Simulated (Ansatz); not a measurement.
# CH3ClF2Si (SMILES C[Si](F)(F)Cl) at wB97X/def2-SVP

Aim: the energy change on altering one bond length of CH3ClF2Si at wB97X/def2-SVP, from 2 runs. 

The calculation is run with Ansatz 0.2.0.

126 further runs of the same task are left out: 126 set aside as unsound or not needed.

### 1 The molecule

CH3ClF2Si has 8 atoms, charge 0, and is taken as a singlet. SMILES: `C[Si](F)(F)Cl`. The coordinates come from a PBE0-D4/def2-TZVP relaxation.

Bond lengths: C1–Si2 1.832 Å, Si2–F3 1.582 Å, Si2–F4 1.582 Å, Si2–Cl5 2.029 Å, C1–H6 1.092 Å, C1–H7 1.092 Å, C1–H8 1.091 Å. Some angles: C1–Si2–F3 111.0°, C1–Si2–F4 111.0°, C1–Si2–Cl5 112.6°, F3–Si2–F4 106.6°, F3–Si2–Cl5 107.7°, F4–Si2–Cl5 107.8°, Si2–C1–H6 110.1°, Si2–C1–H7 110.4°, Si2–C1–H8 110.4°, H6–C1–H7 108.6°.

### 2 The energy at wB97X/def2-SVP

The input, run.yaml:

```yaml
crystal:
  periodic: [false, false, false]
  atoms:
    - symbol: C
      position_ang: [-0.808500, -0.299000, 0.512200]
    - symbol: Si
      position_ang: [0.690600, 0.151400, -0.439200]
    - symbol: F
      position_ang: [1.987000, -0.472300, 0.219100]
    - symbol: F
      position_ang: [0.616200, -0.415600, -1.914200]
    - symbol: Cl
      position_ang: [0.963100, 2.158500, -0.560900]
    - symbol: H
      position_ang: [-0.917100, -1.385400, 0.549800]
    - symbol: H
      position_ang: [-0.740200, 0.080400, 1.533400]
    - symbol: H
      position_ang: [-1.698800, 0.124800, 0.044100]
basis:
  gaussian: {orbitals: def2-SVP}
magnetization: {spin_polarized: false, initial_magnetization: 0}
hamiltonian: {xc: {name: wB97X}}
accuracy: high
output: {orbitals: {seedname: orbitals}}
```

Started as:

```sh
$ ansatz run run.yaml --threads 1 --pin off --max-ram 3480MiB --events-out events.jsonl --progress --plain --runs-dir runs
```

What it wrote:

```text
Warning: RAYON_NUM_THREADS=1 ignored (pool sized by the plan → 1); use --threads N
Functional definition: wB97X
  name "wB97X"
  parameter omega = 0.3/bohr
  parameter cx = 0.157706
  parameter cx1 = 0.726479
  parameter cx2 = 1.04760
  parameter cx3 = -5.70635
  parameter cx4 = 13.2794
  parameter css1 = -4.33879
  parameter css2 = 18.2308
  parameter css3 = -31.7430
  parameter css4 = 17.2901
  parameter cos1 = 2.37031
  parameter cos2 = -11.3995
  parameter cos3 = 6.58405
  parameter cos4 = -3.78132
  exchange = spin_sum(e_x_unif_sr(omega)*poly(b97_u_x, 1 - cx, cx1, cx2, cx3, cx4)) + cx*exact_x_sr(omega)
      + exact_x_lr(omega)
  correlation = spin_sum(e_c_pw_same_spin*poly(b97_u_same, 1, css1, css2, css3, css4))
      + integral(e_c_pw_opposite_spin*poly(b97_u_opposite, 1, cos1, cos2, cos3, cos4))
1970 factors; integrals over basis functions are off by at most 2.4e-8 eV
357 factors; integrals over basis functions are off by at most 2.3e-9 eV
mean field evaluation 1: about -26908.2176 eV, gradient 4.6e1 eV
mean field evaluation 2: about -26909.2410 eV, gradient 4.3e1 eV
mean field evaluation 4: about -26912.0098 eV, gradient 1.0e0 eV
mean field evaluation 8: about -26912.1378 eV, gradient 4.4e-2 eV
mean field evaluation 16: about -26912.1378 eV, gradient 1.9e-5 eV
mean field -26912.13778008 eV, -989.0028217156 hartree, gradient 7.4e-8 eV, S^2 0.000000; 0 other end points of the search recorded, 0 dependent functions left out
reference -26912.13777753 eV, -989.0028216220 hartree; 29, 29 occupied and 64, 64 virtual orbitals, 1970 factors
Total energy: -26912.13777753 eV, -989.0028216220 hartree
```

Wall time 24 s (1 thread of Arm Neoverse V2, shared host); peak memory 0.56 GiB.

### 3 The distorted shape, same level

The input, run.yaml:

```yaml
crystal:
  periodic: [false, false, false]
  atoms:
    - {symbol: C, position_ang: [-0.828990, -0.412819, 0.205841]}
    - {symbol: Si, position_ang: [0.670110, 0.037581, -0.745559]}
    - {symbol: F, position_ang: [1.966510, -0.586119, -0.087259]}
    - {symbol: F, position_ang: [0.595710, -0.529419, -2.220559]}
    - {symbol: Cl, position_ang: [0.942610, 2.044681, -0.867259]}
    - {symbol: H, position_ang: [-0.937590, -1.499219, 0.243441]}
    - {symbol: H, position_ang: [-0.740200, 0.080400, 1.533400]}
    - {symbol: H, position_ang: [-1.719290, 0.010981, -0.262259]}
basis:
  gaussian:
    orbitals: def2-SVP
hamiltonian:
  xc: {name: wB97X}
accuracy: high
output: {orbitals: {seedname: orbitals}}
```

Started as:

```sh
$ ansatz run run.yaml --threads 1 --pin off --max-ram 3480MiB --events-out events.jsonl --progress --plain --runs-dir runs
```

What it wrote (excerpt; [...] marks lines left out):

```text
Warning: RAYON_NUM_THREADS=1 ignored (pool sized by the plan → 1); use --threads N
Functional definition: wB97X
  name "wB97X"
[...]
      + exact_x_lr(omega)
[...]
      + integral(e_c_pw_opposite_spin*poly(b97_u_opposite, 1, cos1, cos2, cos3, cos4))
1975 factors; integrals over basis functions are off by at most 1.9e-8 eV
362 factors; integrals over basis functions are off by at most 2.0e-9 eV
[...]
mean field -26911.11935793 eV, -988.9653953921 hartree, gradient 4.4e-8 eV, S^2 0.000000; 0 other end points of the search recorded, 0 dependent functions left out
reference -26911.11935533 eV, -988.9653952966 hartree; 29, 29 occupied and 64, 64 virtual orbitals, 1975 factors
Total energy: -26911.11935533 eV, -988.9653952966 hartree
```

Wall time 25 s (1 thread of Arm Neoverse V2, shared host); peak memory 0.56 GiB.

### 4 Summary of results

Level: wB97X/def2-SVP.

```
                                                         quantity          value
                                        first shape: total energy  -989.00282 Eh
                                         first shape: HOMO energy      -11.95 eV
                                         first shape: LUMO energy        3.52 eV
                                       first shape: HOMO–LUMO gap       15.48 eV
                                    distorted shape: total energy  -988.96540 Eh
                                     distorted shape: HOMO energy      -11.96 eV
                                     distorted shape: LUMO energy        2.42 eV
                                   distorted shape: HOMO–LUMO gap       14.38 eV
energy change with the C1–H7 bond stretched from 1.092 to 1.419 Å       1.018 eV
```

In words: With the C1–H7 bond stretched from 1.092 to 1.419 Å the energy rises by 1.02 eV (98 kJ/mol). The first shape isn't relaxed at this level, so the change isn't measured from a minimum.
